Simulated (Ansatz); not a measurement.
# CH₄AlI (SMILES [CH3][AlH][I]): a relaxed scan of the bond length C1–H6

An exercise on one series of results from a longer session: the logs are not shown, and one member is left open.

Method: single points in def2-TZVPP; program: Ansatz 0.2.0, Gaussian basis.

Levels: PBE-D4, r2SCAN-D4, PBE0-D4, B3LYP-D4, wB97M-V, Hartree-Fock, MP2, CCSD, CCSD(T). The scan takes 0.898, 0.944, 1.012, 1.091, 1.178, 1.272, 1.373, 1.478, 1.588 Å.

Cores are frozen in the correlated methods. Filled d shells of the heavier atoms are correlated. Core potentials replace the inner electrons past krypton, and spin-orbit coupling is left out. B3LYP uses VWN-RPA correlation.

19 further runs of the same task are left out: 19 set aside as unsound or not needed.

## Starting geometry

The minimum, relaxed at PBE0-D4: SMILES `[CH3][AlH][I]`, 7 atoms, charge 0, spin multiplicity 1.

Atoms are counted from 1 here; the program's logs count them from 0.

Bond lengths: C1–Al2 1.940 Å, C1–H4 1.095 Å, C1–H5 1.091 Å, C1–H6 1.095 Å, Al2–I3 2.483 Å, Al2–H7 1.580 Å. Angles: Al2–C1–H4 110.3°, Al2–C1–H5 112.7°, Al2–C1–H6 110.3°, H4–C1–H5 108.4°, H4–C1–H6 106.7°, H5–C1–H6 108.3°, C1–Al2–I3 119.5°, C1–Al2–H7 124.3°, I3–Al2–H7 116.2°.

As a file:

```mol
CH4AlI
  3D, bonds by distance, orders not assigned

  7  6  0  0  0  0  0  0  0  0999 V2000
   -0.7776    0.4668   -0.3206 C   0  0
    0.9113   -0.3607    0.1564 Al  0  0
    0.9614   -2.1126    1.9151 I   0  0
   -0.7276    1.5496   -0.1656 H   0  0
   -1.6159    0.0752    0.2578 H   0  0
   -0.9900    0.3114   -1.3836 H   0  0
    2.2995    0.0023   -0.5053 H   0  0
  1  2  8  0
  1  4  8  0
  1  5  8  0
  1  6  8  0
  2  3  8  0
  2  7  8  0
M  END
```

Energies of the minimum (eV), from earlier single points: PBE-D4 -15796.87375, r2SCAN-D4 -15804.30521, PBE0-D4 -15798.50712, B3LYP-D4 -15806.14677, wB97M-V -15800.82623, CCSD(T) -15772.71085.

At the minimum the bond length C1–H6 is 1.095 Å.

The first run:

File relax/in.yaml:

```yaml
crystal:
  periodic: [false, false, false]
  atoms:
    - {symbol: C, position_ang: [-0.777628, 0.466760, -0.320613]}
    - {symbol: Al, position_ang: [0.911292, -0.360690, 0.156427]}
    - {symbol: I, position_ang: [0.961386, -2.112639, 1.915089]}
    - {symbol: H, position_ang: [-0.727610, 1.549637, -0.165599]}
    - {symbol: H, position_ang: [-1.615880, 0.075197, 0.257835]}
    - {symbol: H, position_ang: [-0.951768, 0.339378, -1.192308]}
    - {symbol: H, position_ang: [2.299526, 0.002311, -0.505328]}
basis:
  gaussian: {orbitals: def2-TZVP}
hamiltonian: {xc: pbe0, dispersion: d4}
relax: {f_tol: 0.005, max_steps: 200, constraints: [{distance: [0, 5]}]}
```

The command line of these runs was not kept.

Steps of the session up to this table: C1–H6 = 0.898 Å; C1–H6 = 0.944 Å; C1–H6 = 1.012 Å; C1–H6 = 1.091 Å; C1–H6 = 1.178 Å; C1–H6 = 1.272 Å; C1–H6 = 1.373 Å; C1–H6 = 1.478 Å; C1–H6 = 1.588 Å.

One table of the session follows, with a row left open; its other results are not shown here.

It belongs to the step «The curves». Energies less that of the minimum at the same level (meV):

| bond length (Å) | PBE-D4 | PBE0-D4 | B3LYP-D4 | wB97M-V | Hartree-Fock |
| --- | --- | --- | --- | --- | --- |
| 0.898 | 958 | 922 | 901 | 900 | 886 |
| 0.944 | 514 | 485 | 472 | 470 | 454 |
| 1.012 | ? | ? | ? | ? | ? |
| 1.091 | 1 | 0 | 0 | 0 | -1 |
| 1.095 (minimum) | 0 | 0 | 0 | 0 | 0 |
| 1.178 | 75 | 93 | 92 | 96 | 113 |
| 1.272 | 314 | 355 | 349 | 361 | 402 |
| 1.373 | 662 | 731 | 710 | 740 | 808 |
| 1.478 | 1060 | 1155 | 1117 | 1170 | 1265 |
| 1.588 | 1474 | 1590 | 1542 | 1604 | 1715 |

**Question.** Estimate the row for bond length (Å) = 1.012.

Worked estimate for «PBE-D4». A straight line through the neighbours (0.944, 514) and (1.091, 1) gives 514 + (1 − 514) × (1.012 − 0.944) / (1.091 − 0.944) = 277; a parabola fitted to 4 rows on both sides gives 167.

As computed: PBE-D4: 140; PBE0-D4: 122; B3LYP-D4: 118; wB97M-V: 116; Hartree-Fock: 104. In «PBE-D4» the line misses by +137 and the parabola by +27.

To keep in mind: A polynomial through the near points puts the CCSD(T) minimum 0.002 Å below the PBE0-D4 value.
